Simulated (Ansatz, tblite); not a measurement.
# Si(OAc)2Me2 (C6H12O4Si): removing an electron

What does removing an electron cost or gain for Si(OAc)2Me2 (C6H12O4Si)? Each charged state is run at several levels.

The runs use Ansatz 0.2.0, Gaussian basis; as each input shows.

The runs, in order: charge +1 doublet, at the geometry of the singlet (PBE0-D4/def2-TZVP, PBE-D4/def2-TZVP, r2SCANh-D4/def2-TZVP); the starting singlet's energies come from earlier runs.

2 further runs of the same task are left out: 2 set aside as unsound or not needed. Runs told in other sessions of the task aren't counted.

## (1) The relaxed structure

The singlet was relaxed beforehand with r2SCAN-D4/def2-SVP.

23 atoms, charge 0, spin multiplicity 1.

Atoms are counted from 1 here; the program's logs count them from 0.

Bond lengths: Si1–O2 1.707 Å, Si1–O9 1.707 Å, Si1–C16 1.851 Å, Si1–C20 1.851 Å, O2–C3 1.350 Å, C3–C4 1.500 Å, C3–O5 1.210 Å, C4–H6 1.096 Å, C4–H7 1.100 Å, C4–H8 1.102 Å, O9–C10 1.350 Å, C10–C11 1.499 Å, C10–O12 1.210 Å, C11–H13 1.096 Å, C11–H14 1.100 Å, C11–H15 1.102 Å, C16–H17 1.101 Å, C16–H18 1.101 Å and more. Angles: O2–Si1–O9 110.8°, O2–Si1–C16 104.8°, O2–Si1–C20 110.3°, O9–Si1–C16 110.3°, O9–Si1–C20 104.7°, C16–Si1–C20 116.1°, Si1–O2–C3 122.5°, O2–C3–C4 111.9°, O2–C3–O5 122.5°, C4–C3–O5 125.5°, C3–C4–H6 110.3°, C3–C4–H7 110.5°, C3–C4–H8 108.1°, H6–C4–H7 111.0°, H6–C4–H8 109.9°, H7–C4–H8 107.1°, Si1–O9–C10 122.5°, O9–C10–C11 111.9° and more.

Coordinates:

```
Si   -0.9285   -0.0024   -0.6609
O    -0.9440   -0.2075    1.0336
C    -0.0232   -0.9522    1.6825
C    -0.1007   -0.7681    3.1687
O     0.7758   -1.6509    1.1013
H     0.5599   -1.4817    3.6744
H    -1.1383   -0.8770    3.5160
H     0.2127    0.2619    3.4019
O     0.6669    0.2067   -1.2308
C     1.5791    0.9559   -0.5748
C     2.9584    0.7755   -1.1345
O     1.2889    1.6569    0.3680
H     3.6497    1.4941   -0.6795
H     2.9460    0.8791   -2.2291
H     3.2860   -0.2520   -0.9100
C    -1.9231    1.5301   -0.9593
H    -1.9631    1.7768   -2.0320
H    -1.4640    2.3743   -0.4223
H    -2.9558    1.4089   -0.5955
C    -1.5307   -1.5390   -1.4992
H    -1.5258   -1.4204   -2.5944
H    -2.5564   -1.7889   -1.1849
H    -0.8697   -2.3801   -1.2395
```

## (2) Charge +1 doublet at the fixed geometry, PBE0-D4/def2-TZVP

Input file in.yaml:

```yaml
crystal:
  periodic: [false, false, false]
  atoms:
    - {symbol: Si, position_ang: [-0.928458, -0.002358, -0.660909]}
    - {symbol: O, position_ang: [-0.944037, -0.207474, 1.033594]}
    - {symbol: C, position_ang: [-0.023248, -0.952230, 1.682494]}
    - {symbol: C, position_ang: [-0.100694, -0.768125, 3.168693]}
    - {symbol: O, position_ang: [0.775822, -1.650944, 1.101333]}
    - {symbol: H, position_ang: [0.559855, -1.481674, 3.674432]}
    - {symbol: H, position_ang: [-1.138265, -0.876963, 3.516029]}
    - {symbol: H, position_ang: [0.212664, 0.261936, 3.401915]}
    - {symbol: O, position_ang: [0.666875, 0.206716, -1.230794]}
    - {symbol: C, position_ang: [1.579083, 0.955867, -0.574774]}
    - {symbol: C, position_ang: [2.958444, 0.775532, -1.134482]}
    - {symbol: O, position_ang: [1.288932, 1.656853, 0.368041]}
    - {symbol: H, position_ang: [3.649682, 1.494143, -0.679481]}
    - {symbol: H, position_ang: [2.946024, 0.879129, -2.229061]}
    - {symbol: H, position_ang: [3.285966, -0.252042, -0.909998]}
    - {symbol: C, position_ang: [-1.923105, 1.530074, -0.959339]}
    - {symbol: H, position_ang: [-1.963112, 1.776791, -2.032039]}
    - {symbol: H, position_ang: [-1.464032, 2.374268, -0.422284]}
    - {symbol: H, position_ang: [-2.955779, 1.408886, -0.595458]}
    - {symbol: C, position_ang: [-1.530727, -1.539024, -1.499191]}
    - {symbol: H, position_ang: [-1.525792, -1.420371, -2.594373]}
    - {symbol: H, position_ang: [-2.556368, -1.788858, -1.184865]}
    - {symbol: H, position_ang: [-0.869729, -2.380140, -1.239474]}
basis:
  gaussian: {orbitals: def2-TZVP}
total_charge: 1
magnetization: {spin_polarized: true, initial_magnetization: 1}
hamiltonian: {xc: pbe0, dispersion: d4}
scf: {omitted_lower_state_checks: [starts]}
output: {orbitals: {seedname: orbitals}}
```

Started as:

```
ansatz run in.yaml --threads 4 --pin off --events-out ev --progress --plain --max-ram 6963MiB
```

What it wrote:

```text
Functional definition: PBE0
  name "PBE0"
  cite "Adamo & Barone, J. Chem. Phys. 110, 6158 (1999) doi:10.1063/1.478522"
  cite "Perdew, Burke & Ernzerhof, Phys. Rev. Lett. 77, 3865 (1996) doi:10.1103/PhysRevLett.77.3865"
  parent pbe
  parameter a = 0.25
  parameter kappa = 0.804
  parameter beta = 0.06672455060314922
  exchange = (1 - a)*pbe_x(kappa = kappa, mu = beta*pi^2/3) + a*exact_x
  correlation = pbe_c(beta = beta)
these checks for a lower state are left out or cut short: starts
2480 factors; their error is unknown
mean field evaluation 1: about -22442.4341 eV, gradient 7.7e1 eV
mean field evaluation 2: about -22438.7932 eV, gradient 8.3e1 eV
mean field evaluation 4: about -22464.6692 eV, gradient 4.5e0 eV
mean field evaluation 8: about -22464.7540 eV, gradient 3.4e-1 eV
mean field evaluation 16: about -22464.7926 eV, gradient 1.3e-2 eV
mean field -22464.79259416 eV, -825.5659006519 hartree, gradient 2.2e-5 eV, S^2 0.757706; 0 other end points of the search recorded, 0 dependent functions left out
reference -22464.79263731 eV, -825.5659022380 hartree; 47, 46 occupied and 372, 373 virtual orbitals, 2480 factors
Total energy: -22465.30335605 eV, -825.5846708054 hartree
Checks for a lower state left out: starts
```

Wall time 50 s (4 threads of Arm Neoverse V2, shared host); peak memory 2.4 GiB.

HOMO -12.46 eV, LUMO -11.26 eV (over both spins); ⟨S²⟩ 0.758 (pure: 0.75).

## (3) Charge +1 doublet at the fixed geometry, PBE-D4/def2-TZVP

start.molden holds the orbitals of an earlier run on this state, given as this run's starting guess.

in.yaml: that of step 2 with these lines changed.

```diff
@@ -27,6 +27,6 @@
 basis:
-  gaussian: {orbitals: def2-TZVP}
+  gaussian: {orbitals: def2-TZVP, initial_orbitals: start.molden}
 total_charge: 1
 magnetization: {spin_polarized: true, initial_magnetization: 1}
-hamiltonian: {xc: pbe0, dispersion: d4}
+hamiltonian: {xc: pbe, dispersion: d4}
 scf: {omitted_lower_state_checks: [starts]}
```

Launched as before.

What it wrote:

```text
Functional definition: PBE
  name "PBE"
  cite "Perdew, Burke & Ernzerhof, Phys. Rev. Lett. 77, 3865 (1996) doi:10.1103/PhysRevLett.77.3865"
  parent pbe
  parameter kappa = 0.804
  parameter beta = 0.06672455060314922
  exchange = pbe_x(kappa = kappa, mu = beta*pi^2/3)
  correlation = pbe_c(beta = beta)
these checks for a lower state are left out or cut short: starts
2464 factors; their error is unknown
mean field evaluation 1: about -22463.8362 eV, gradient 1.1e1 eV
mean field evaluation 2: about -22464.1070 eV, gradient 3.3e-1 eV
mean field evaluation 4: about -22464.0502 eV, gradient 4.0e-2 eV
mean field evaluation 8: about -22464.0502 eV, gradient 1.3e-5 eV
mean field -22464.05022020 eV, -825.5386189123 hartree, gradient 1.3e-5 eV, S^2 0.752127; 0 other end points of the search recorded, 0 dependent functions left out
reference -22464.05027726 eV, -825.5386210091 hartree; 47, 46 occupied and 372, 373 virtual orbitals, 2464 factors
Total energy: -22464.64252056 eV, -825.5603855489 hartree
Checks for a lower state left out: starts
```

It took 15 s on 4 threads of Arm Neoverse V2, shared host; peak memory 1.1 GiB.

From the report: HOMO -11.53 eV, LUMO -11.41 eV (over both spins); ⟨S²⟩ 0.752 (pure: 0.75).

## (4) Charge +1 doublet at the fixed geometry, r2SCANh-D4/def2-TZVP

in.yaml: that of step 3 with these lines changed.

```diff
@@ -30,3 +30,3 @@
 magnetization: {spin_polarized: true, initial_magnetization: 1}
-hamiltonian: {xc: pbe, dispersion: d4}
+hamiltonian: {xc: {name: r2SCANh}, dispersion: d4}
 scf: {omitted_lower_state_checks: [starts]}
```

The command is unchanged.

What it wrote, shortened:

```text
Functional definition: r2SCANh
  name "r2SCANh"
  cite "Bursch, Neugebauer, Ehlert & Grimme, J. Chem. Phys. 156, 134105 (2022) doi:10.1063/5.0086040"
  cite "Furness, Kaplan, Ning, Perdew & Sun, J. Phys. Chem. Lett. 11, 8208 (2020) doi:10.1021/acs.jpclett.0c02405"
  cite "Furness, Kaplan, Ning, Perdew & Sun, J. Phys. Chem. Lett. 11, 9248 (2020) doi:10.1021/acs.jpclett.0c03077"
  parent r2scan
[...]
2464 factors; their error is unknown
[...]
mean field -22475.63686595 eV, -825.9644202898 hartree, gradient 2.6e-5 eV, S^2 0.756968; 0 other end points of the search recorded, 0 dependent functions left out
reference -22475.63688445 eV, -825.9644209695 hartree; 47, 46 occupied and 372, 373 virtual orbitals, 2464 factors
Total energy: -22475.81476861 eV, -825.9709580919 hartree
Checks for a lower state left out: starts
```

It took 63 s on 4 threads of Arm Neoverse V2, shared host; peak memory 2.5 GiB.

From the report: HOMO -12.05 eV, LUMO -11.48 eV (over both spins); ⟨S²⟩ 0.757 (pure: 0.75).

## (5) Vertical ionisation energy

Charged state less starting state, singlet to doublet; the starting state's energies are those of its earlier runs.

| level | vertical ionisation energy (eV) | time |
| --- | --- | --- |
| PBE-D4/def2-TZVP | +8.89 | 24 s |
| r2SCANh-D4/def2-TZVP | +9.36 | 82 s |
| PBE0-D4/def2-TZVP | +9.60 | 66 s |

Times add the two runs; a level without a time comes out of a correlated run.

Beside −ε(HOMO) of the starting state:

```
               level  −ε(HOMO) (eV)  by difference (eV)  mismatch (eV)
    PBE-D4/def2-TZVP           6.18                8.89          -2.72
r2SCANh-D4/def2-TZVP           7.16                9.36          -2.21
   PBE0-D4/def2-TZVP           7.85                9.60          -1.75
```

## (6) Summary of results

| quantity | value |
| --- | --- |
| vertical ionisation energy, functionals in def2-TZVP | 8.89 (PBE-D4) to 9.60 eV (PBE0-D4) |

**Reading.** The vertical ionisation energy spans 8.89 to 9.60 eV over the functionals. −ε(HOMO) misses the level's own difference by -1.75 eV at best (PBE0-D4) and -2.72 eV at worst (PBE-D4).
